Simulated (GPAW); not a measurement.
# TaTi3 (Pm-3m) in GPAW: reference runs

How does TaTi3 come out in PBEsol? The cell is run as given and disturbed.

All numbers are computed with GPAW 26.7.0; they aren't measurements. Logs are shortened: lines on timing, memory, paths and dates and some standing lists are left out, and cuts for length are marked. The log counts tension as positive stress, the text compression.

## (1) The crystal as given

It takes space group Pm-3m (No. 221, cubic). The conventional cell has a = 4.133 Å, b = 4.133 Å, c = 4.133 Å, α = 90.00°, β = 90.00°, γ = 90.00°. Ta (site symmetry m-3m) is surrounded by 12 Ti at 2.92 Å. Ti (site symmetry 4/mmm) has 4 Ta at 2.92 Å and 8 Ti at 2.92 Å as nearest neighbours.

The cell comes from a database or a generator and needn't be the stable form of this composition.

## (2) Single point, PBEsol

File run.py:

```python
from ase import Atoms
from ase.dft.bandgap import bandgap
from ase.io import write
from ase.units import GPa
from gpaw import GPAW, PW, setup_paths

setup_paths.insert(0, '.')

atoms = Atoms(['Ta', 'Ti', 'Ti', 'Ti'],
              cell=[[4.133054, 0.0, 0.0],
                    [0.0, 4.133054, 0.0],
                    [0.0, 0.0, 4.133054]],
              scaled_positions=[[0.0, 0.0, 0.0],
                                [0.5, 0.5, 0.0],
                                [0.5, 0.0, 0.5],
                                [0.0, 0.5, 0.5]],
              pbc=True)

calc = GPAW(mode=PW(600),
            xc='PBEsol',
            kpts={'size': (7, 7, 7), 'gamma': True},
            occupations={'name': 'fermi-dirac', 'width': 0.05},
            nbands=45,
            convergence={'density': 1e-05, 'energy': 1e-05},
            maxiter=150,
            txt='gpaw.txt')
atoms.calc = calc
energy = atoms.get_potential_energy()
forces = atoms.get_forces()
stress = atoms.get_stress()
calc.write('gs.gpw')
write('result.traj', atoms)
print(f'Energy: {energy:.6f} eV')
print('Forces (eV/A):')
print(forces.round(4))
print('Stress (GPa):', (stress / GPa).round(3))
print('Fermi level:', round(calc.get_fermi_level(), 4), 'eV')
print(f'Gap: {bandgap(calc)[0]:.4f} eV, direct: {bandgap(calc, direct=True)[0]:.4f} eV')
```

Potentials or basis: PAW data sets generated in the run's folder for this functional, pw.

Launch:

```
gpaw-setup -f PBEsol Ta Ti
OMP_NUM_THREADS=1 python run.py
```

gpaw.txt:

```text
__  _  _
 | _ |_)|_||  |
 |__||  | ||/\| - 26.7.0

Input parameters:
  mode=PW(ecut=600.0),
  convergence={'density': 1e-05, 'energy': 1e-05},
  kpts=MonkhorstPack(size=(7, 7, 7), gamma=True),
  maxiter=150,
  nbands=45,
  occupations=Occupations(name='fermi-dirac', width=0.05),
  xc=XC(name='PBEsol')

Diagonalizing LCAO Hamiltonian
Converting LCAO to pw mode
    .---------.
   /|         |
  / |         |
 *  |         |
 | Ti         |
 |  .---------.
 | /  Tii    /
 |/         /
 Ta--------*

Atoms  # Å, Bohr magnetons
|   | symbol |        x |        y |        z |    initial magnetic moments |
|---|--------|----------|----------|----------|-----------------------------|
| 0 |     Ta | 0.000000 | 0.000000 | 0.000000 | ( 0.0000,  0.0000,  0.0000) |
| 1 |     Ti | 2.066527 | 2.066527 | 0.000000 | ( 0.0000,  0.0000,  0.0000) |
| 2 |     Ti | 2.066527 | 0.000000 | 2.066527 | ( 0.0000,  0.0000,  0.0000) |
| 3 |     Ti | 0.000000 | 2.066527 | 2.066527 | ( 0.0000,  0.0000,  0.0000) |

Unit cell  # Å
| periodic |        x |        y |        z |  lengths |    angles |
|----------|----------|----------|----------|----------|-----------|
|      yes | 4.133054 | 0.000000 | 0.000000 | 4.133054 | 90.000000 |
|      yes | 0.000000 | 4.133054 | 0.000000 | 4.133054 | 90.000000 |
|      yes | 0.000000 | 0.000000 | 4.133054 | 4.133054 | 90.000000 |

Number of symmetries: 48
Symmetry operations  # r_c * U_cc + t_c -> r_c
|    | kind |            matrix            |
|----|------|------------------------------|
|  0 |  E   |  1, 0, 0,  0, 1, 0,  0, 0, 1 |
|  1 |  σ   |  1, 0, 0,  0, 1, 0,  0, 0,-1 |
|  2 |  σ   |  1, 0, 0,  0, 0, 1,  0, 1, 0 |
|  3 |  C4  |  1, 0, 0,  0, 0, 1,  0,-1, 0 |
|  4 |  C4  |  1, 0, 0,  0, 0,-1,  0, 1, 0 |
|  5 |  σ   |  1, 0, 0,  0, 0,-1,  0,-1, 0 |
|  6 |  σ   |  1, 0, 0,  0,-1, 0,  0, 0, 1 |
|  7 |  C2  |  1, 0, 0,  0,-1, 0,  0, 0,-1 |
|  8 |  σ   |  0, 1, 0,  1, 0, 0,  0, 0, 1 |
|  9 |  C2  |  0, 1, 0,  1, 0, 0,  0, 0,-1 |
| 10 |  C3  |  0, 1, 0,  0, 0, 1,  1, 0, 0 |
| 11 |  S6  |  0, 1, 0,  0, 0, 1, -1, 0, 0 |
| 12 |  S6  |  0, 1, 0,  0, 0,-1,  1, 0, 0 |
| 13 |  C3  |  0, 1, 0,  0, 0,-1, -1, 0, 0 |
| 14 |  C4  |  0, 1, 0, -1, 0, 0,  0, 0, 1 |
| 15 |  S4  |  0, 1, 0, -1, 0, 0,  0, 0,-1 |
| 16 |  C3  |  0, 0, 1,  1, 0, 0,  0, 1, 0 |
| 17 |  S6  |  0, 0, 1,  1, 0, 0,  0,-1, 0 |
| 18 |  σ   |  0, 0, 1,  0, 1, 0,  1, 0, 0 |
| 19 |  C4  |  0, 0, 1,  0, 1, 0, -1, 0, 0 |
| 20 |  C2  |  0, 0, 1,  0,-1, 0,  1, 0, 0 |
| 21 |  S4  |  0, 0, 1,  0,-1, 0, -1, 0, 0 |
| 22 |  S6  |  0, 0, 1, -1, 0, 0,  0, 1, 0 |
| 23 |  C3  |  0, 0, 1, -1, 0, 0,  0,-1, 0 |
| 24 |  S6  |  0, 0,-1,  1, 0, 0,  0, 1, 0 |
| 25 |  C3  |  0, 0,-1,  1, 0, 0,  0,-1, 0 |
| 26 |  C4  |  0, 0,-1,  0, 1, 0,  1, 0, 0 |
| 27 |  σ   |  0, 0,-1,  0, 1, 0, -1, 0, 0 |
| 28 |  S4  |  0, 0,-1,  0,-1, 0,  1, 0, 0 |
| 29 |  C2  |  0, 0,-1,  0,-1, 0, -1, 0, 0 |
| 30 |  C3  |  0, 0,-1, -1, 0, 0,  0, 1, 0 |
| 31 |  S6  |  0, 0,-1, -1, 0, 0,  0,-1, 0 |
| 32 |  C4  |  0,-1, 0,  1, 0, 0,  0, 0, 1 |
| 33 |  S4  |  0,-1, 0,  1, 0, 0,  0, 0,-1 |
| 34 |  S6  |  0,-1, 0,  0, 0, 1,  1, 0, 0 |
| 35 |  C3  |  0,-1, 0,  0, 0, 1, -1, 0, 0 |
| 36 |  C3  |  0,-1, 0,  0, 0,-1,  1, 0, 0 |
| 37 |  S6  |  0,-1, 0,  0, 0,-1, -1, 0, 0 |
| 38 |  σ   |  0,-1, 0, -1, 0, 0,  0, 0, 1 |
| 39 |  C2  |  0,-1, 0, -1, 0, 0,  0, 0,-1 |
| 40 |  σ   | -1, 0, 0,  0, 1, 0,  0, 0, 1 |
| 41 |  C2  | -1, 0, 0,  0, 1, 0,  0, 0,-1 |
| 42 |  C2  | -1, 0, 0,  0, 0, 1,  0, 1, 0 |
| 43 |  S4  | -1, 0, 0,  0, 0, 1,  0,-1, 0 |
| 44 |  S4  | -1, 0, 0,  0, 0,-1,  0, 1, 0 |
| 45 |  C2  | -1, 0, 0,  0, 0,-1,  0,-1, 0 |
| 46 |  C2  | -1, 0, 0,  0,-1, 0,  0, 0, 1 |
| 47 |  i   | -1, 0, 0,  0,-1, 0,  0, 0,-1 |

BZ-sampling:
  Number of BZ points: 343
  Number of IBZ points: 20

  Monkhorst-Pack size: [7, 7, 7]
  Monkhorst-Pack shift: [0, 0, 0]

K-points  # in reciprocal-cell coordinates
|     |                                coordinates |     weight |
|-----|--------------------------------------------|------------|
|   0 | (  0.00000000,   0.00000000,   0.00000000) | 0.00291545 |
|   1 | (  0.14285714,   0.00000000,   0.00000000) | 0.01749271 |
|   2 | (  0.14285714,   0.14285714,   0.00000000) | 0.03498542 |
|   3 | (  0.14285714,   0.14285714,   0.14285714) | 0.02332362 |
|   4 | (  0.28571429,   0.00000000,   0.00000000) | 0.01749271 |
|   5 | (  0.28571429,   0.14285714,   0.00000000) | 0.06997085 |
|   6 | (  0.28571429,   0.14285714,   0.14285714) | 0.06997085 |
|   7 | (  0.28571429,   0.28571429,   0.00000000) | 0.03498542 |
|   8 | (  0.28571429,   0.28571429,   0.14285714) | 0.06997085 |
|   9 | (  0.28571429,   0.28571429,   0.28571429) | 0.02332362 |
| ... |                                            |            |
|  19 | (  0.42857143,   0.42857143,   0.42857143) | 0.02332362 |

Plane wave coefficients: 2373
Cutoff: 600.0 eV

Spin-components: 1 (collinear spins)
Bands:           45
Projectors:      24
Spin-degeneracy: 2
Datatype:        complex128

Parallelization:
  kpt:    1
  domain: 1
  band:   1

Density:
  Valence electrons: 49.0
  Components: 1
  Grid points: [24 24 24]
  Charge: 0.0  # |e|

Potential:
  Grid points: [24 24 24]

species:
  Ta:
    name:    Tantalum
    Z:       73.0
    valence: 13
    core:    60
    charge:  0.0  # [|e|]
    compensation charges:
      type: gauss
      rc: 0.42  # [Å]
      lmax: 2
    cutoffs:
      filter: 2.36  # [Å]
      core: 3.45  # [Å]
    projectors
    | kind |    occ | energy [eV] | rcut [Å] |
    |------|--------|-------------|----------|
    |   5s |  2.000 |     -72.818 |    1.365 |
    |   6s |  2.000 |      -5.457 |    1.365 |
    |   5p |  6.000 |     -39.444 |    1.349 |
    |   6p |  0.000 |      -1.369 |    1.349 |
    |   5d |  3.000 |      -3.632 |    1.307 |
    |    d |        |      23.579 |    1.307 |

    Using partial waves for Ta as LCAO basis

  Ti:
    name:    Titanium
    Z:       22.0
    valence: 12
    core:    10
    charge:  0.0  # [|e|]
    compensation charges:
      type: gauss
      rc: 0.38  # [Å]
      lmax: 2
    cutoffs:
      filter: 2.23  # [Å]
      core: 1.02  # [Å]
    projectors
    | kind |    occ | energy [eV] | rcut [Å] |
    |------|--------|-------------|----------|
    |   3s |  2.000 |     -62.441 |    1.270 |
    |   4s |  2.000 |      -4.477 |    1.270 |
    |   3p |  6.000 |     -38.776 |    1.058 |
    |   4p |  0.000 |      -1.449 |    1.058 |
    |   3d |  2.000 |      -4.275 |    1.058 |
    |    d |        |      22.937 |    1.058 |

    Using partial waves for Ti as LCAO basis

Reference energy: -493639.383252  # eV

eigensolver:
  PPCG
  Converge bands: occupied
  niter=2

density mixing:
  MSR1-Mixer
  Pratt-step length: 0.05
  Maximum mixing coefficient: 0.75
  Old densities: 10
  SVD Regularization: 0.005
  Good broyden scale: 1.0
  Trust region scale: 1.0
  Backstep threshold: 4.0
  History deletion threshold: 6.0
  Fourier metric: weight=20.0, sigma=0.015

occupation numbers:
  Fermi-Dirac:
    width: 0.0500  # eV

poisson solver:
  ecut: 4800.0  # eV

xc functional:
  name: PBEsol with 2 nearest neighbor stencil

convergence criteria:
- Maximum integral of absolute [dens]ity change: 1e-05 electrons / valence electron
- Maximum [total energy] change in last 3 cyles: 1e-05 eV / valence electron
- Maximum integral of absolute [eigenst]ate change: 4e-08 eV^2 / valence electron
maximum number of iterations: 150

SCF iterations
|iter     | |      energy | eigst |  dens |
|---------|-|-------------|-------|-------|
|iter:   1| |  -32.613499 | -0.04 |       |
|iter:   2| |  -32.439076 | -2.28 | -1.24 |
|iter:   3| |  -31.844325 | -0.88 | -1.27 |
|iter:   4| |  -31.887779 | -1.84 | -1.65 |
|iter:   5| |  -31.682659 | -2.41 | -1.54 |
|iter:   6| |  -31.692544 | -3.25 | -2.14 |
|iter:   7| |  -31.692495 | -3.94 | -2.78 |
|iter:   8| |  -31.692495c| -5.37 | -3.39 |
|iter:   9| |  -31.692502c| -6.43 | -4.09 |
|iter:  10| |  -31.692502c| -7.98c| -4.86 |
|iter:  11| |  -31.692502c| -8.31c| -5.47c|

Converged in 11 steps
Energy contributions relative to reference atoms: (reference = -493639.383252)

Energy contributions:
  Kinetic:          16.375975
  Coulomb:         -17.589968
  Zero:             -0.189646
  External:          0.000000
  Xc:              -30.261486
  Entropy:          -0.054755
  Spinorbit:         0.000000
  ----------------------------
  Free energy:     -31.719879
  Extrapolated:    -31.692502

dipole moment: (-28.076139, -28.076139, -28.076139)  # |e|*Ang

Fermi level: 9.161
Eigenvalues  # (at kpt = [0.000, 0.000, 0.000])
| band index |      eig [eV] | occ [0-2] |
|------------|---------------|-----------|
|          0 |       -58.107 |     2.000 |
|        ... |               |           |
|         15 |       -23.375 |     2.000 |
|         16 |         2.493 |     2.000 |
|         17 |         5.912 |     2.000 |
|         18 |         5.912 |     2.000 |
|         19 |         6.476 |     2.000 |
|         20 |         7.018 |     2.000 |
[... 8 lines left out ...]
|         29 |        12.003 |     0.000 |
|         30 |        12.003 |     0.000 |
|        ... |               |           |
|         44 |        21.508 |     0.000 |

No gap
No difference between direct/indirect transitions

Forces  # eV/Ang
|        x |        y |        z |
|----------|----------|----------|
| -0.00000 | -0.00000 | -0.00000 |  # Ta   0
|  0.00000 |  0.00000 |  0.00000 |  # Ti   1
|  0.00000 |  0.00000 |  0.00000 |  # Ti   2
|  0.00000 |  0.00000 |  0.00000 |  # Ti   3

Stress tensor  # eV/Ang^3
|        x |        y |        z |
|----------|----------|----------|
| 0.031875 | 0.000000 | 0.000000 |
| 0.000000 | 0.031875 | 0.000000 |
| 0.000000 | 0.000000 | 0.031875 |

# Writing to gs.gpw (mode='')
```

Wall time 87 s (1 thread of Intel Xeon at 2.50GHz (Skylake/Cascade Lake), shared host); peak memory 0.21 GiB.

What came out:

| Item | Value |
| --- | --- |
| Free energy | -31.7199 eV |
| Pressure | -5.1 GPa |
| Band gap on the k mesh | none (metal or under the smearing width) |

(Part 1 of 2 ends here.)
